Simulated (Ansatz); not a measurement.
# AlFH5NOSi, SMILES [NH2][Al]([F])[O][SiH3]: energies of removing a hydrogen

Program: Ansatz's Python interface.

Notebook, run cell by cell (the value of a cell's last expression is shown):

In [1]:
```python
import ansatz as az
from ase import Atoms
```

In [2]:
```python
def energy_of(molecule, charge=0, unpaired=0):
    calc = (
        molecule.calculation()
        .basis(gaussian="6-31G*")
        .functional("pbe")
    )
    if charge:
        calc = calc.charge(charge)
    if unpaired:
        calc = calc.spin("collinear", total=unpaired)
    return calc.run().report["free_energy_ev"]
```

In [3]:
```python
def without(molecule, index):
    rest = az.Crystal.molecule()
    for i, site in enumerate(molecule.cartesian_sites):
        if i != index:
            rest = rest.atom(site.symbol, site.position_ang)
    return rest
```

In [4]:
```python
atoms = Atoms(["N", "Al", "F", "O", "Si", "H", "H", "H", "H", "H"], positions=[
    (-1.4668, 0.4447, -1.6649),
    (-0.2804, -0.7907, -0.9823),
    (0.8836, -1.5734, -2.0903),
    (-0.1995, -1.167, 0.8102),
    (0.7916, -0.0403, 1.5128),
    (-2.0568, 0.8729, -0.8639),
    (-0.9228, 1.2864, -2.046),
    (0.3344, 1.3529, 1.2998),
    (0.8496, -0.2573, 3.0218),
    (2.1502, -0.1794, 1.0058),
])
molecule = az.Crystal.molecule_from_ase(atoms)
```

In [5]:
```python
whole = energy_of(molecule, 0)
hydrogen = energy_of(az.Crystal.molecule().atom("H", (0, 0, 0)), 0, 1)
print(f"E(molecule) = {whole:.5f} eV, E(H) = {hydrogen:.5f} eV")
for index in [6, 9]:
    radical = energy_of(without(molecule, index), 0, 1)
    print(f"H{index}: homolysis {96.485332 * (radical + hydrogen - whole):.1f} kJ/mol")
    anion = energy_of(without(molecule, index), -1)
    print(f"H{index}: loss of a proton {96.485332 * (anion - whole):.1f} kJ/mol")
```
```text
E(molecule) = -20798.50268 eV, E(H) = -13.53580 eV
H6: homolysis 479.3 kJ/mol
H6: loss of a proton 1568.7 kJ/mol
H9: homolysis 371.5 kJ/mol
H9: loss of a proton 1619.2 kJ/mol
```

Reading the output:
- The settings weren't tested for convergence.
- The geometry is a force-field or estimated start, not a minimum of this method, and the basis set is short of its limit. All parts are taken at fixed geometry, without zero-point energy.
- This functional overbinds, so such energies come out a few per cent too high (LDA far more).
- Anions want diffuse functions, which this basis lacks.
- Finished in 22 s on 1 thread of Arm Neoverse V2, on a shared host, peak memory 0.23 GiB.

(Lines on the test bed's own set-up are left out of the output.)
